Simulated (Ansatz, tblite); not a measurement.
# Ga(NH2)3 (GaN3H6): charged states by level of theory

What does removing an electron cost or gain for Ga(NH2)3 (GaN3H6)? Each charged state is run at several levels.

Method: as each input shows; program: Ansatz 0.2.0, Gaussian basis.

Levels to be run: charge +1 doublet, at the geometry of the singlet (PBE0-D4/def2-TZVP, PBE-D4/def2-TZVP, r2SCAN-D4/def2-TZVP); the starting singlet's energies come from earlier runs.

### Step 1. The relaxed structure

The geometry is that of the singlet, from an earlier relaxation (PBE0-D4/def2-SVP).

10 atoms, charge 0, spin multiplicity 1.

Atoms are counted from 1 here; the program's logs count them from 0.

Bond lengths: Ga1–N2 1.818 Å, Ga1–N5 1.818 Å, Ga1–N8 1.818 Å, N2–H3 1.011 Å, N2–H4 1.011 Å, N5–H6 1.011 Å, N5–H7 1.011 Å, N8–H9 1.011 Å, N8–H10 1.011 Å. Angles: N2–Ga1–N5 119.9°, N2–Ga1–N8 119.9°, N5–Ga1–N8 119.9°, Ga1–N2–H3 122.5°, Ga1–N2–H4 122.6°, H3–N2–H4 111.1°, Ga1–N5–H6 122.5°, Ga1–N5–H7 122.5°, H6–N5–H7 111.1°, Ga1–N8–H9 122.4°, Ga1–N8–H10 122.4°, H9–N8–H10 111.0°.

### Step 2. Charge +1 doublet at the fixed geometry, first pass, PBE0-D4/def2-SVP

in.yaml

```yaml
crystal:
  periodic: [false, false, false]
  atoms:
    - {symbol: Ga, position_ang: [-0.000760, 0.000063, -0.043745]}
    - {symbol: N, position_ang: [1.815179, -0.009452, -0.120346]}
    - {symbol: H, position_ang: [2.361362, -0.848242, 0.023164]}
    - {symbol: H, position_ang: [2.370982, 0.819389, 0.042796]}
    - {symbol: N, position_ang: [-0.900826, 1.578798, -0.087537]}
    - {symbol: H, position_ang: [-1.894165, 1.642381, 0.090945]}
    - {symbol: H, position_ang: [-0.445422, 2.467710, 0.070702]}
    - {symbol: N, position_ang: [-0.918307, -1.568285, -0.104019]}
    - {symbol: H, position_ang: [-0.474470, -2.461968, 0.060541]}
    - {symbol: H, position_ang: [-1.913574, -1.620392, 0.067510]}
basis:
  gaussian: {orbitals: def2-SVP}
total_charge: 1
magnetization: {spin_polarized: true, initial_magnetization: 1}
hamiltonian: {xc: pbe0, dispersion: d4}
output: {orbitals: {seedname: orbitals}}
```

On the command line:

```sh
$ ansatz run in.yaml --threads 4 --pin off --events-out ev --progress --plain --max-ram 3916MiB
```

Standard output:

```text
Functional definition: PBE0
  name "PBE0"
  cite "Adamo & Barone, J. Chem. Phys. 110, 6158 (1999) doi:10.1063/1.478522"
  cite "Perdew, Burke & Ernzerhof, Phys. Rev. Lett. 77, 3865 (1996) doi:10.1103/PhysRevLett.77.3865"
  parent pbe
  parameter a = 0.25
  parameter kappa = 0.804
  parameter beta = 0.06672455060314922
  exchange = (1 - a)*pbe_x(kappa = kappa, mu = beta*pi^2/3) + a*exact_x
  correlation = pbe_c(beta = beta)
1063 factors; integrals over basis functions are off by at most 1.2e-3 eV
mean field evaluation 1: about -56897.2132 eV, gradient 7.0e1 eV
mean field evaluation 2: about -56872.8474 eV, gradient 9.4e1 eV
mean field evaluation 4: about -56913.8851 eV, gradient 2.2e1 eV
mean field evaluation 8: about -56916.3966 eV, gradient 2.7e0 eV
mean field evaluation 16: about -56916.5861 eV, gradient 6.4e-2 eV
mean field evaluation 32: about -56916.5861 eV, gradient 1.4e-5 eV
mean field evaluation 64: about -56916.5855 eV, gradient 1.8e-4 eV
mean field -56916.58689254 eV, -2091.6459888525 hartree, gradient 4.4e-6 eV, S^2 0.766949; 6 other end points of the search recorded, 0 dependent functions left out
reference -56916.58692021 eV, -2091.6459898695 hartree; 29, 28 occupied and 75, 76 virtual orbitals, 1063 factors
Total energy: -56916.72081284 eV, -2091.6509103327 hartree
```

It took 8.5 s on 4 threads of Arm Neoverse V2, shared host.

Report: HOMO -11.49 eV, LUMO -10.59 eV (over both spins); ⟨S²⟩ 0.767 (pure: 0.75); the next solution that the search met lies 0.001 eV higher.

### Step 3. Charge +1 doublet at the fixed geometry, PBE0-D4/def2-TZVP

start.molden holds the orbitals of an earlier run on this state, given as this run's starting guess.

Changes to in.yaml since step 2:

```diff
@@ -14,3 +14,3 @@
 basis:
-  gaussian: {orbitals: def2-SVP}
+  gaussian: {orbitals: def2-TZVP, initial_orbitals: start.molden}
 total_charge: 1
@@ -18,2 +18,3 @@
 hamiltonian: {xc: pbe0, dispersion: d4}
+scf: {omitted_lower_state_checks: [starts]}
 output: {orbitals: {seedname: orbitals}}
```

Launched as before.

Standard output:

```text
Functional definition: PBE0
  name "PBE0"
  cite "Adamo & Barone, J. Chem. Phys. 110, 6158 (1999) doi:10.1063/1.478522"
  cite "Perdew, Burke & Ernzerhof, Phys. Rev. Lett. 77, 3865 (1996) doi:10.1103/PhysRevLett.77.3865"
  parent pbe
  parameter a = 0.25
  parameter kappa = 0.804
  parameter beta = 0.06672455060314922
  exchange = (1 - a)*pbe_x(kappa = kappa, mu = beta*pi^2/3) + a*exact_x
  correlation = pbe_c(beta = beta)
these checks for a lower state are left out or cut short: starts
1142 factors; their error is unknown
mean field evaluation 1: about -56925.5629 eV, gradient 1.0e2 eV
mean field evaluation 2: about -56928.3875 eV, gradient 3.4e0 eV
mean field evaluation 4: about -56928.6398 eV, gradient 2.7e-1 eV
mean field evaluation 8: about -56928.6400 eV, gradient 1.9e-5 eV
mean field -56928.63997046 eV, -2092.0889312962 hartree, gradient 1.7e-5 eV, S^2 0.767423; 0 other end points of the search recorded, 0 dependent functions left out
reference -56928.63999819 eV, -2092.0889323155 hartree; 29, 28 occupied and 148, 149 virtual orbitals, 1142 factors
Total energy: -56928.77389082 eV, -2092.0938527788 hartree
Checks for a lower state left out: starts
```

It took 5.5 s on 4 threads of Arm Neoverse V2, shared host; peak memory 0.56 GiB.

From the report: HOMO -11.63 eV, LUMO -10.72 eV (over both spins); ⟨S²⟩ 0.767 (pure: 0.75).

### Step 4. Charge +1 doublet at the fixed geometry, PBE-D4/def2-TZVP

Changes to in.yaml since step 3:

```diff
@@ -17,3 +17,3 @@
 magnetization: {spin_polarized: true, initial_magnetization: 1}
-hamiltonian: {xc: pbe0, dispersion: d4}
+hamiltonian: {xc: pbe, dispersion: d4}
 scf: {omitted_lower_state_checks: [starts]}
```

The command is unchanged.

Standard output:

```text
Functional definition: PBE
  name "PBE"
  cite "Perdew, Burke & Ernzerhof, Phys. Rev. Lett. 77, 3865 (1996) doi:10.1103/PhysRevLett.77.3865"
  parent pbe
  parameter kappa = 0.804
  parameter beta = 0.06672455060314922
  exchange = pbe_x(kappa = kappa, mu = beta*pi^2/3)
  correlation = pbe_c(beta = beta)
these checks for a lower state are left out or cut short: starts
1097 factors; their error is unknown
mean field evaluation 1: about -56927.5997 eV, gradient 7.8e0 eV
mean field evaluation 2: about -56927.7551 eV, gradient 2.5e-1 eV
mean field evaluation 4: about -56927.7280 eV, gradient 1.0e-2 eV
mean field evaluation 8: about -56927.7280 eV, gradient 9.0e-5 eV
mean field -56927.72801472 eV, -2092.0554175411 hartree, gradient 8.0e-5 eV, S^2 0.755164; 0 other end points of the search recorded, 0 dependent functions left out
reference -56927.72805229 eV, -2092.0554189216 hartree; 29, 28 occupied and 148, 149 virtual orbitals, 1097 factors
Total energy: -56927.88619387 eV, -2092.0612305176 hartree
Checks for a lower state left out: starts
```

Wall time 2.5 s (4 threads of Arm Neoverse V2, shared host).

From the report: HOMO -10.90 eV, LUMO -11.20 eV (over both spins; with the spin held, an empty level of the minority spin lies below the top filled one); ⟨S²⟩ 0.755 (pure: 0.75).

### Step 5. Charge +1 doublet at the fixed geometry, r2SCAN-D4/def2-TZVP

Changes to in.yaml since step 4:

```diff
@@ -17,3 +17,3 @@
 magnetization: {spin_polarized: true, initial_magnetization: 1}
-hamiltonian: {xc: pbe, dispersion: d4}
+hamiltonian: {xc: r2scan, dispersion: d4}
 scf: {omitted_lower_state_checks: [starts]}
```

The command is unchanged.

Standard output:

```text
Functional definition: r2SCAN
  name "r2SCAN"
  cite "Furness, Kaplan, Ning, Perdew & Sun, J. Phys. Chem. Lett. 11, 8208 (2020) doi:10.1021/acs.jpclett.0c02405"
  cite "Furness, Kaplan, Ning, Perdew & Sun, J. Phys. Chem. Lett. 11, 9248 (2020) doi:10.1021/acs.jpclett.0c03077"
  parent r2scan
  parameter k0 = 0.174
  parameter k1 = 0.065
  parameter a1 = 4.9479
  exchange = r2scan_x(k0 = k0, k1 = k1, a1 = a1)
  correlation = r2scan_c
these checks for a lower state are left out or cut short: starts
1097 factors; their error is unknown
mean field evaluation 1: about -56938.2830 eV, gradient 4.5e0 eV
mean field evaluation 2: about -56938.3253 eV, gradient 8.9e-2 eV
mean field evaluation 4: about -56938.2945 eV, gradient 2.7e-3 eV
mean field evaluation 8: about -56938.2945 eV, gradient 6.5e-5 eV
mean field -56938.29453433 eV, -2092.4437299746 hartree, gradient 3.7e-5 eV, S^2 0.762485; 0 other end points of the search recorded, 0 dependent functions left out
reference -56938.29454720 eV, -2092.4437304474 hartree; 29, 28 occupied and 148, 149 virtual orbitals, 1097 factors
Total energy: -56938.33276529 eV, -2092.4451349364 hartree
Checks for a lower state left out: starts
```

Wall time 6 s (4 threads of Arm Neoverse V2, shared host).

Report: HOMO -10.93 eV, LUMO -11.19 eV (over both spins; with the spin held, an empty level of the minority spin lies below the top filled one); ⟨S²⟩ 0.762 (pure: 0.75).

### Step 6. Vertical ionisation energy

Charged state less starting state, singlet to doublet; the starting state's energies are those of its earlier runs.

| level | vertical ionisation energy (eV) | time |
| --- | --- | --- |
| PBE-D4/def2-TZVP | +8.25 | 3.9 s |
| r2SCAN-D4/def2-TZVP | +8.39 | 9 s |
| PBE0-D4/def2-TZVP | +8.71 | 7.7 s |

Times add the two runs; a level without a time comes out of a correlated run.

Beside −ε(HOMO) of the starting state:

| level | −ε(HOMO) (eV) | by difference (eV) | mismatch (eV) |
| --- | --- | --- | --- |
| PBE-D4/def2-TZVP | 5.21 | 8.25 | -3.04 |
| r2SCAN-D4/def2-TZVP | 5.52 | 8.39 | -2.88 |
| PBE0-D4/def2-TZVP | 6.65 | 8.71 | -2.06 |

### Step 7. What came out

| quantity | value |
| --- | --- |
| vertical ionisation energy, functionals in def2-TZVP | 8.25 (PBE-D4) to 8.71 eV (PBE0-D4) |

The vertical ionisation energy spans 8.25 to 8.71 eV over the functionals. −ε(HOMO) misses the level's own difference by -2.06 eV at best (PBE0-D4) and -3.04 eV at worst (PBE-D4).
